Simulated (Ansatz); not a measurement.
**CH₅BO₂: basis-set convergence**

One table from this session's results is given with a row withheld; the runs are named, their logs left out.

Computed with Ansatz 0.2.0, Gaussian basis. Level: one geometry, several basis sets.

Levels to be run: PBE0-D4/def2-SVP; ωB97M-V/def2-SVP; PBE0-D4/def2-QZVPP; ωB97M-V/def2-QZVPP; CCSD(T)/cc-pV(D+d)Z; CCSD(T)/cc-pV(T+d)Z; CCSD(T)/cc-pV(Q+d)Z; the functionals' def2-TZVPP values are taken from earlier runs.

## The relaxed structure

The geometry comes from an earlier relaxation with PBE0-D4 in a triple-zeta def2 set; it is a stationary point, not always the lowest conformer.

9 atoms, charge 0, spin multiplicity 1.

Atoms are counted from 1 here; the program's logs count them from 0.

Bond lengths: C1–B2 1.566 Å, C1–H5 1.091 Å, C1–H6 1.096 Å, C1–H7 1.091 Å, B2–O3 1.370 Å, B2–O4 1.370 Å, O3–H8 0.960 Å, O4–H9 0.960 Å. Angles: B2–C1–H5 111.9°, B2–C1–H6 109.3°, B2–C1–H7 112.0°, H5–C1–H6 106.9°, H5–C1–H7 109.4°, H6–C1–H7 107.0°, C1–B2–O3 118.5°, C1–B2–O4 118.5°, O3–B2–O4 123.0°, B2–O3–H8 115.6°, B2–O4–H9 115.6°.

Set-up of the first run:

Contents of in.yaml:

```yaml
crystal:
  periodic: [false, false, false]
  atoms:
    - {symbol: C, position_ang: [0.644848, 0.516614, -0.933557]}
    - {symbol: B, position_ang: [-0.143017, -0.160465, 0.237857]}
    - {symbol: O, position_ang: [-1.308036, -0.820043, -0.053907]}
    - {symbol: O, position_ang: [0.353287, -0.048998, 1.510091]}
    - {symbol: H, position_ang: [0.494438, -0.004060, -1.880569]}
    - {symbol: H, position_ang: [0.280879, 1.540829, -1.071161]}
    - {symbol: H, position_ang: [1.713162, 0.583462, -0.722328]}
    - {symbol: H, position_ang: [-1.771076, -1.196905, 0.697412]}
    - {symbol: H, position_ang: [-0.176087, -0.456635, 2.198964]}
basis:
  gaussian: {orbitals: def2-SVP}
hamiltonian: {xc: pbe0, dispersion: d4}
output: {orbitals: {seedname: orbitals}}
```

On the command line:

```
$ ansatz run in.yaml --threads 2 --pin off --events-out ev --progress --plain --max-ram 32768MiB --backend cpu
```

Steps of the session up to this table: PBE0-D4 in def2-SVP; ωB97M-V in def2-SVP; PBE0-D4 in def2-QZVPP; ωB97M-V in def2-QZVPP.

One table of the session follows, with a row left open; its other results are not shown here.

```
functional       basis  HOMO (eV)  LUMO (eV)
   PBE0-D4    def2-SVP          ?          ?
   PBE0-D4  def2-TZVPP      -9.34       0.33
   PBE0-D4  def2-QZVPP      -9.38      -0.08
   ωB97M-V    def2-SVP     -11.58       2.71
   ωB97M-V  def2-TZVPP     -11.82       1.71
   ωB97M-V  def2-QZVPP     -11.87       1.02
```

Q: Estimate the row for PBE0-D4, def2-SVP from the others.

As computed: HOMO (eV): -9.10; LUMO (eV): 1.08. In the column «HOMO (eV)» it is the highest.
